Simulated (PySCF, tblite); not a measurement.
# C₄H₁₄OSi₃: geometry, infrared bands, NMR shifts, electronic excitations and core binding energies

Aim: predict the infrared bands, NMR shifts, electronic excitations and core binding energies of C₄H₁₄OSi₃ (`[SiH3][SiH2]O[SiH2]C1CCC1`).

Computed with tblite 0.8.0 and PySCF 2.14.0, with density-fitted response routines of our own, on a single molecule in the gas phase. Atoms count from 0, in the outputs and in this text.

## (1) Starting geometry

22 atoms, charge 0, multiplicity 1; geometry from: force field or distance geometry start.

Bonds of the start (Å): Si0–Si1 2.32, Si1–O2 1.67, O2–Si3 1.66, Si3–C4 1.90, C4–C5 1.55, C5–C6 1.55, C6–C7 1.55, C7–C4 1.55, Si0–H8 1.49, Si0–H9 1.50, Si0–H10 1.48, Si1–H11 1.48, Si1–H12 1.48, Si3–H13 1.49, Si3–H14 1.49, C4–H15 1.09, C5–H16 1.09, C5–H17 1.10, C6–H18 1.09, C6–H19 1.09, C7–H20 1.09, C7–H21 1.10.

## (2) Geometry optimisation with GFN2-xTB

The job: settings as JSON, then the geometry in Å.

```
{"job": {"kind": "relax", "xc": "GFN2-xTB", "basis": "xTB"}, "charge": 0, "multiplicity": 1}
Si     3.443600     0.889300    -1.044900
Si     2.217300    -1.060400    -1.323800
O      1.479000    -1.533500     0.092900
Si     0.365500    -0.948900     1.177200
C     -1.363200    -0.644100     0.442500
C     -2.383600     0.081800     1.347700
C     -2.887600     0.803000     0.077700
C     -1.477300     0.576800    -0.513200
H      4.489900     0.725400    -0.000200
H      2.526500     1.998700    -0.623200
H      4.091100     1.283000    -2.321600
H      1.179100    -0.876100    -2.358000
H      3.111500    -2.163500    -1.750100
H      0.264700    -1.933400     2.293000
H      0.899600     0.313200     1.754500
H     -1.770100    -1.563600     0.012200
H     -3.110300    -0.555400     1.851900
H     -1.952800     0.765300     2.090000
H     -3.188500     1.845800     0.217100
H     -3.680200     0.261200    -0.436000
H     -0.797900     1.410000    -0.319700
H     -1.466700     0.344700    -1.585300
```

On the command line:

```
$ OMP_NUM_THREADS=1 python probes_run.py task.json out
```

One launch serves the whole session: the jobs run in the order shown.

The log of the run:

```text
step      E/eV     max force
  0    -681.05177    1.476
  1    -681.14419    0.617
  2    -681.21268    0.574
  3    -681.24683    0.334
  4    -681.26235    0.307
  5    -681.27573    0.279
  6    -681.28974    0.377
  7    -681.30672    0.338
  8    -681.32252    0.320
  9    -681.33402    0.203
 10    -681.34053    0.167
 11    -681.34441    0.117
 12    -681.34747    0.127
 13    -681.34985    0.095
 14    -681.35186    0.112
 15    -681.35380    0.099
 16    -681.35547    0.105
 17    -681.35668    0.085
 18    -681.35768    0.081
 19    -681.35887    0.092
 20    -681.36039    0.116
 21    -681.36207    0.111
 22    -681.36360    0.101
 23    -681.36496    0.090
 24    -681.36627    0.100
 25    -681.36735    0.084
 26    -681.36808    0.056
 27    -681.36863    0.052
 28    -681.36922    0.092
 29    -681.36997    0.115
 30    -681.37076    0.093
 31    -681.37144    0.059
 32    -681.37198    0.057
 33    -681.37251    0.067
 34    -681.37311    0.073
 35    -681.37377    0.069
 36    -681.37444    0.067
 37    -681.37510    0.061
 38    -681.37580    0.063
 39    -681.37646    0.052
 40    -681.37702    0.054
 41    -681.37753    0.047
 42    -681.37805    0.060
 43    -681.37861    0.055
 44    -681.37920    0.052
 45    -681.37977    0.052
 46    -681.38039    0.050
 47    -681.38116    0.071
 48    -681.38196    0.065
 49    -681.38259    0.046
 50    -681.38310    0.047
 51    -681.38352    0.047
 52    -681.38386    0.039
 53    -681.38414    0.029
 54    -681.38438    0.035
 55    -681.38458    0.034
 56    -681.38477    0.033
 57    -681.38493    0.021
 58    -681.38514    0.025
 59    -681.38527    0.030
 60    -681.38549    0.031
 61    -681.38566    0.028
 62    -681.38582    0.021
 63    -681.38595    0.024
 64    -681.38606    0.021
 65    -681.38614    0.019
 66    -681.38621    0.018
 67    -681.38629    0.022
 68    -681.38638    0.022
 69    -681.38647    0.020
 70    -681.38653    0.015
 71    -681.38657    0.015
 72    -681.38663    0.019
 73    -681.38670    0.027
 74    -681.38678    0.027
 75    -681.38686    0.020
 76    -681.38694    0.020
 77    -681.38699    0.015
 78    -681.38703    0.013
 79    -681.38705    0.012
 80    -681.38708    0.009
```

Run time: 1.4 s. Hardware: 1 thread of Arm Neoverse N1, shared host; peak memory 0.18 GiB.

The steps of the relaxation: (not every step is listed)

| step | energy from step 0 (eV) | largest force (eV/Å) |
| --- | --- | --- |
| 0 | 0.0000 | 1.4759 |
| 1 | -0.0924 | 0.6172 |
| 2 | -0.1609 | 0.5744 |
| 3 | -0.1951 | 0.3344 |
| 4 | -0.2106 | 0.3073 |
| 5 | -0.2240 | 0.2788 |
| 6 | -0.2380 | 0.3766 |
| 7 | -0.2550 | 0.3381 |
| 8 | -0.2708 | 0.3201 |
| 14 | -0.3001 | 0.1120 |
| 20 | -0.3086 | 0.1159 |
| 26 | -0.3163 | 0.0564 |
| 32 | -0.3202 | 0.0570 |
| 38 | -0.3240 | 0.0633 |
| 44 | -0.3274 | 0.0524 |
| 50 | -0.3313 | 0.0469 |
| 56 | -0.3330 | 0.0326 |
| 62 | -0.3340 | 0.0215 |
| 68 | -0.3346 | 0.0220 |
| 74 | -0.3350 | 0.0272 |
| 75 | -0.3351 | 0.0200 |
| 76 | -0.3352 | 0.0197 |
| 77 | -0.3352 | 0.0149 |
| 78 | -0.3353 | 0.0125 |
| 79 | -0.3353 | 0.0118 |
| 80 | -0.3353 | 0.0088 |

Distances of close pairs at the start and the end, largest changes first:

| bond | before (Å) | after (Å) | change (Å) |
| --- | --- | --- | --- |
| O2–Si3 | 1.661 | 1.619 | -0.042 |
| Si1–O2 | 1.666 | 1.629 | -0.037 |
| Si3–H13 | 1.491 | 1.461 | -0.030 |
| Si0–H9 | 1.500 | 1.471 | -0.029 |
| Si3–H14 | 1.487 | 1.466 | -0.021 |
| Si0–H8 | 1.488 | 1.469 | -0.019 |
| Si0–Si1 | 2.320 | 2.302 | -0.018 |
| Si0–H10 | 1.485 | 1.468 | -0.016 |

The end geometry stands in the next job.

## (3) Infrared spectrum with GFN2-xTB

The job: settings as JSON, then the geometry in Å.

```
{"job": {"kind": "ir", "xc": "GFN2-xTB", "basis": "xTB"}, "charge": 0, "multiplicity": 1}
Si     3.463175     0.938120    -1.106732
Si     2.249394    -1.009193    -1.290415
O      1.428428    -1.242931     0.097073
Si     0.339365    -0.882503     1.239354
C     -1.368986    -0.680092     0.445350
C     -2.480938    -0.051292     1.308890
C     -2.786581     0.945543     0.182845
C     -1.542187     0.465679    -0.576673
H      4.531759     0.889941    -0.099859
H      2.660614     2.121453    -0.762466
H      4.121648     1.262428    -2.378501
H      1.250513    -1.000021    -2.369654
H      3.019287    -2.252557    -1.402204
H      0.389194    -2.010186     2.167126
H      0.764113     0.378891     1.853159
H     -1.706529    -1.626374     0.016711
H     -3.297571    -0.717416     1.582379
H     -2.106752     0.424122     2.214096
H     -2.785887     1.995284     0.471553
H     -3.717060     0.729769    -0.339923
H     -0.725996     1.187423    -0.564911
H     -1.709414     0.153300    -1.606569
```

The log of the run:

```text
mode    cm-1     km/mol
  1      -6.8      0.01
  2      28.1      0.05
  3      38.4      0.21
  4      44.0      0.01
  5      46.2      0.17
  6      65.8      0.82
  7     139.0      2.64
  8     170.7      8.59
  9     269.9      1.98
 10     273.3      7.02
 11     369.8     58.11
 12     439.1     37.12
 13     475.1      3.71
 14     480.5      5.61
 15     492.0     59.12
 16     568.4      2.59
 17     599.8     40.50
 18     623.0      5.97
 19     625.9     25.79
 20     714.0   1125.17
 21     752.0    154.13
 22     770.0    101.27
 23     781.8    316.06
 24     786.2    211.29
 25     809.1    147.99
 26     822.0     18.02
 27     823.9    119.98
 28     827.1     29.93
 29     829.8     29.06
 30     999.1      0.15
 31    1005.5     12.21
 32    1038.9     19.90
 33    1041.7      3.47
 34    1066.6    148.93
 35    1077.8    526.67
 36    1113.8      6.94
 37    1188.9      0.70
 38    1190.8      2.14
 39    1232.0      0.44
 40    1244.1      4.65
 41    1256.8      0.12
 42    1263.9      0.16
 43    1281.7      5.12
 44    1478.5      0.25
 45    1487.3      0.57
 46    1502.1      0.30
 47    2161.9    210.94
 48    2191.4    176.84
 49    2210.2    447.66
 50    2213.8    302.45
 51    2217.1    217.67
 52    2227.9    459.80
 53    2272.2    287.12
 54    2949.2     28.72
 55    2978.3     22.39
 56    2986.7      1.94
 57    2999.0     43.65
 58    3004.5     84.43
 59    3007.6     96.97
 60    3010.8     65.12
```

It took 2 s on 1 thread of Arm Neoverse N1, shared host; peak memory 0.18 GiB.

Which atoms move in the most intense modes:

| cm⁻¹ | km/mol | atoms |
| --- | --- | --- |
| 714 | 1125.2 | H12 24 %, H11 24 %, H14 12 %, Si1 10 % |
| 782 | 316.1 | H14 37 %, H13 34 % |
| 1078 | 526.7 | O2 64 % |
| 2210 | 447.7 | H8 73 %, H12 21 % |
| 2214 | 302.4 | H12 50 %, H10 12 %, H8 12 % |
| 2217 | 217.7 | H10 81 % |
| 2228 | 459.8 | H14 86 % |
| 2272 | 287.1 | H13 93 % |

## (4) Geometry optimisation at PBE0-D3(BJ)/def2-SVP

The job: settings as JSON, then the geometry in Å.

```
{"job": {"xc": "PBE0", "basis": "def2-SVP", "d3": "d3bj", "grid": 1, "shake": 0.01, "kind": "geom"}, "charge": 0, "multiplicity": 1}
Si     3.483580     0.912560    -1.102550
Si     2.243720    -1.013720    -1.292570
O      1.408230    -1.245250     0.088420
Si     0.372590    -0.880250     1.235830
C     -1.371800    -0.686770     0.434800
C     -2.484850    -0.046470     1.306500
C     -2.777000     0.943540     0.183090
C     -1.526730     0.471130    -0.581730
H      4.529930     0.895350    -0.080510
H      2.657920     2.119020    -0.752440
H      4.112780     1.259510    -2.369680
H      1.256320    -0.999110    -2.362950
H      2.991010    -2.242340    -1.411800
H      0.372510    -2.007420     2.174130
H      0.759670     0.368130     1.853420
H     -1.707060    -1.612320     0.024190
H     -3.295630    -0.706300     1.580320
H     -2.116010     0.429960     2.219920
H     -2.788040     1.987460     0.473840
H     -3.742000     0.736670    -0.335010
H     -0.742380     1.188040    -0.574550
H     -1.701840     0.132960    -1.615710
```

The log of the run:

```text
step   0  E = -1103.50781130  max force = 0.054013
step   1  E = -1103.52387315  max force = 0.007297
step   2  E = -1103.52456396  max force = 0.002733
step   3  E = -1103.52475306  max force = 0.002498
step   4  E = -1103.52509609  max force = 0.003749
step   5  E = -1103.52517519  max force = 0.005250
step   6  E = -1103.52545865  max force = 0.002759
step   7  E = -1103.52559978  max force = 0.001797
step   8  E = -1103.52576870  max force = 0.000687
step   9  E = -1103.52580033  max force = 0.000693
step  10  E = -1103.52587926  max force = 0.000983
step  11  E = -1103.52591467  max force = 0.000652
step  12  E = -1103.52600606  max force = 0.001175
step  13  E = -1103.52606382  max force = 0.001517
step  14  E = -1103.52610077  max force = 0.000992
step  15  E = -1103.52610416  max force = 0.000299
optimisation converged
```

Run time: 9.9 min. Hardware: 1 thread of Arm Neoverse N1, shared host; peak memory 0.89 GiB.

Along the way:

| step | energy from step 0 (eV) | largest force component (eV/Å) |
| --- | --- | --- |
| 0 | 0.0000 | 2.7775 |
| 1 | -0.4371 | 0.3752 |
| 2 | -0.4559 | 0.1405 |
| 3 | -0.4610 | 0.1285 |
| 4 | -0.4703 | 0.1928 |
| 5 | -0.4725 | 0.2700 |
| 6 | -0.4802 | 0.1419 |
| 7 | -0.4840 | 0.0924 |
| 8 | -0.4886 | 0.0353 |
| 9 | -0.4895 | 0.0356 |
| 10 | -0.4917 | 0.0505 |
| 11 | -0.4926 | 0.0335 |
| 12 | -0.4951 | 0.0604 |
| 13 | -0.4967 | 0.0780 |
| 14 | -0.4977 | 0.0510 |
| 15 | -0.4978 | 0.0154 |

Distances of close pairs at the start and the end, largest changes first:

| bond | before (Å) | after (Å) | change (Å) |
| --- | --- | --- | --- |
| O2–Si3 | 1.588 | 1.666 | +0.078 |
| Si3–C4 | 1.929 | 1.871 | -0.059 |
| Si3–H14 | 1.446 | 1.500 | +0.054 |
| Si0–Si1 | 2.299 | 2.351 | +0.053 |
| Si1–H12 | 1.443 | 1.493 | +0.050 |
| Si1–H11 | 1.456 | 1.498 | +0.042 |
| C7–H20 | 1.063 | 1.103 | +0.040 |
| Si0–H10 | 1.457 | 1.497 | +0.040 |

The end geometry stands in the next job.

| at the end point | value |
| --- | --- |
| point group (found at 0.08 Å tolerance) | C1 |
| rotational constants (GHz, main isotopes) | 1.806, 0.622, 0.537 |
| dipole moment (D) | 1.31 |

[end of part 1 of 3]
